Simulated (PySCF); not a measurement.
# CoS₂: relaxation and vibrations of the doublet

The task is one start of a wider search on CoS₂: the doublet, from a bent start. It is relaxed, tested by its Hessian and followed downhill if it is a saddle.

Method: PBE0, basis Co def2-SVP, S def2-SVP, no relativity, density fitting; program: PySCF 2.14.0.

### 1 The system as given

3 atoms, charge 0, spin multiplicity 2.

Bond lengths: Co1–S2 1.970 Å, Co1–S3 1.970 Å. Angles: S2–Co1–S3 110.0°.

Z-matrix (Å, degrees; charge 0 multiplicity 2):
```
Co
S  1 1.9699
S  1 1.9699 2 110.00
```

### 2 First SCF at the start

The steps below are one call of a driver around PySCF. For each, scf.py gives the equivalent set-up of the SCF; relaxations use the driver's own optimiser. After this first run the driver tries any further starts and a stability analysis.

scf.py

```python
from pyscf import gto, scf, dft
mol = gto.M(atom='''
Co     0.000000     0.000000     0.000000
S      1.613700     0.000000     1.129900
S     -1.613700     0.000000     1.129900''',
    basis={'Co': 'def2-SVP', 'S': 'def2-SVP'},
    charge=0, spin=1)
mf = dft.UKS(mol, xc='PBE0')
mf.grids.atom_grid = (50, 194)
aux = {'Co': 'def2-universal-JKFIT', 'S': 'def2-universal-JKFIT'}
mf = mf.density_fit(auxbasis=aux)
mf.conv_tol = 1e-08
mf.diis_space = 10
mf.max_cycle = 60
mf.init_guess = 'minao'
mf.verbose = 4
mf.kernel()
```

Started as:

```console
$ OMP_NUM_THREADS=2 python axn.py task.json out
```

After this run come: Relaxation: bent start, doublet; Hessian and properties.

What does the calculation give? Wanted: minimum; geometry; wavenumbers; dipole moment; highest occupied, lowest empty level; polar-tensor charge of Co1; zero-point energy; atomisation energy; ⟨S²⟩.

As calculated:

```
                                          quantity                             value
                                           minimum   broken-symmetry (Ms = 1/2), D∞h
                                          geometry  Co–S 2.126 Å (×2); S–Co–S 180.0°
                                wavenumbers (cm⁻¹)                  57, 57, 313, 461
                                     dipole moment                            0.00 D
highest occupied, lowest empty level (either spin)                   -7.45, -4.62 eV
                        polar-tensor charge of Co1                           +0.75 e
                                 zero-point energy                        5.3 kJ/mol
                               entropy at 298.15 K                   292.3 J/(mol K)
         atomisation energy (no zero-point energy)                        563 kJ/mol
                                              ⟨S²⟩                             2.379
```

In words: The bent start (C2v) ends in a minimum of D∞h symmetry. The determinant is spin-contaminated (⟨S²⟩ = 2.38 against 0.75), so it is no pure spin state. In the infrared the band at 461 cm⁻¹ (stretch) leads. Co1 has a polar-tensor charge of +0.8 e (a dipole derivative, not a static charge), yet symmetry cancels the bond dipoles. Only this shape and spin were tried, so other structures or states may lie lower. The SCF density has lower symmetry than the nuclear frame. Open d and f shells are described by one determinant, and the ground state may have another occupation or spin.
